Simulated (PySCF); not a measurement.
# BBiH7P: the cost of one run

Computed with PySCF 2.14.0 and routines of our own; the level stands in each step. Atoms count from 0.

### 1 The system as given

10 atoms, charge 0, multiplicity 1; geometry from: GFN2-xTB.

### 2 Relaxing the molecule at PBE0-D3(BJ)/def2-SVP

What the job is given:

```
{"job": {"xc": "PBE0", "basis": "def2-SVP", "d3": "d3bj", "grid": 1, "maxiter": 30, "shake": 0.01, "kind": "geom"}, "charge": 0, "multiplicity": 1}
P     -2.089470     0.243130    -0.148620
B     -0.814620    -1.072610    -0.513580
Bi     1.383910    -0.018680     0.148630
H     -1.468330     1.369540    -0.746810
H     -1.734130     0.632440     1.118610
H     -0.580460    -1.264290    -1.646140
H     -0.790640    -1.986200     0.221920
H      1.798430     1.503840    -0.668440
H      1.215940     0.856620     1.698920
H      3.129810    -0.284720     0.514440
```

On the command line:

```
$ OMP_NUM_THREADS=1 python heavy_run.py task.json out
```

The driver reads the jobs from task.json and runs them one after another.

Q: Estimate the wall time and peak memory of this first job on 1 thread of Arm Neoverse V2, shared host.

About 19 s, with a peak of 0.4 GiB.
